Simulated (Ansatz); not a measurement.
Working through relaxations under a series of pressures of HfC, space group P6_3/mmc

Program: Ansatz 0.2.0, Python API.

The cells in order, each with its output:

```python
import ansatz as az
import numpy as np
```

```python
FUNCTIONAL = "PBEsol"
CUTOFF = 450
K_LENGTH = 22
OCCUPATIONS = "Marzari-Vanderbilt"
SIGMA = 0.05

def edges_and_angles(cell):
    cell = np.asarray(cell)
    a, b, c = np.linalg.norm(cell, axis=1)
    cosines = cell[1] @ cell[2] / (b * c), cell[0] @ cell[2] / (a * c), cell[0] @ cell[1] / (a * b)
    return (a, b, c, *np.degrees(np.arccos(cosines)))
```

```python
vectors = np.array([
    [3.34286605, 0.0, 0.0],
    [-1.67143303, 2.89500692, 0.0],
    [0.0, 0.0, 5.202714],
])
hfc = (
    az.Lattice.of(vectors)
    .atom("Hf", (2 / 3, 1 / 3, 0.75))
    .atom("Hf", (1 / 3, 2 / 3, 0.25))
    .atom("C", (0.0, 0.0, 0.0))
    .atom("C", (0.0, 0.0, 0.5))
)
```

```python
hfc.resolved().tree()["lattice"]
```

    ((3.34286605, 0.0, 0.0), (-1.67143303, 2.89500692, 0.0), (0.0, 0.0, 5.202714))

```python
calculation = (
    hfc.calculation()
    .functional(FUNCTIONAL)
    .basis(CUTOFF)  # a bare number is in eV
    .kpoints(length=K_LENGTH)
    .occupations(OCCUPATIONS, width=SIGMA)  # smearing steadies the SCF of a metal
)
```

```python
# H = F + PV, with 1 GPa A^3 = 1/160.21766 eV
rows = []
for pressure in [0, 10, 20, 30, 40]:
    out = calculation.relax(cell=True, pressure=pressure).run(threads=1, backend="cpu")
    cell = out.lattice.cell_ang
    n_atoms = len(out.lattice.sites)
    volume = abs(np.linalg.det(cell)) / n_atoms
    enthalpy = out.report["free_energy_ev"] / n_atoms + pressure * volume / 160.21766
    rows.append((pressure, volume, enthalpy, *edges_and_angles(cell)))
    print(f"{pressure} GPa done: {volume:.4f} A^3/atom")
```

    0 GPa done: 12.1986 A^3/atom
    10 GPa done: 11.7492 A^3/atom
    20 GPa done: 11.3682 A^3/atom
    30 GPa done: 11.0396 A^3/atom
    40 GPa done: 10.7513 A^3/atom

```python
print(" P (GPa)  V (A^3/atom)  H (eV/atom)     a       b       c")
for row in rows:
    print("{:8.1f} {:12.4f} {:14.5f} {:7.4f} {:7.4f} {:7.4f}".format(*row[:6]))
p, v = np.array([row[0] for row in rows], float), np.array([row[1] for row in rows])
print("mean bulk modulus between rows (GPa):", np.round(-np.diff(p) / np.diff(np.log(v)), 1))
```

     P (GPa)  V (A^3/atom)  H (eV/atom)     a       b       c
         0.0      12.1986    -7923.16545  3.2901  3.2901  5.2049
        10.0      11.7492    -7922.41858  3.2502  3.2502  5.1370
        20.0      11.3682    -7921.69753  3.2151  3.2151  5.0796
        30.0      11.0396    -7920.99849  3.1841  3.1841  5.0294
        40.0      10.7513    -7920.31864  3.1562  3.1562  4.9849
    mean bulk modulus between rows (GPa): [266.4 303.4 340.9 377.9]

The volume falls from 12.20 Å³ an atom at 0 GPa to 10.75 at 40 GPa, by 11.9 %. Between 0 and 10 GPa, -V dP/dV is about 266 GPa, a mean over that step.

Notes:
- Absolute energies stand on the zero of these potentials, so only differences at equal settings mean something.
- The run is spin-unpolarised.
- At a fixed pressure a relaxation lowers the enthalpy F + PV, while F alone can rise.
- For a metal this k-point mesh is coarse: on a finer one energies can move by several to tens of meV an atom and pressures by half a GPa or more, differences at one mesh by less.
- Spin-orbit coupling, which matters for elements this heavy, is left out.
- This cell is a computed structure, which may not be the phase found in nature.
- Symmetry holds the cell in this phase, whether or not it is the stable one at each pressure.
- Finished in 110 s on 1 thread of Arm Neoverse V1 (shared host), peak memory 0.45 GiB.
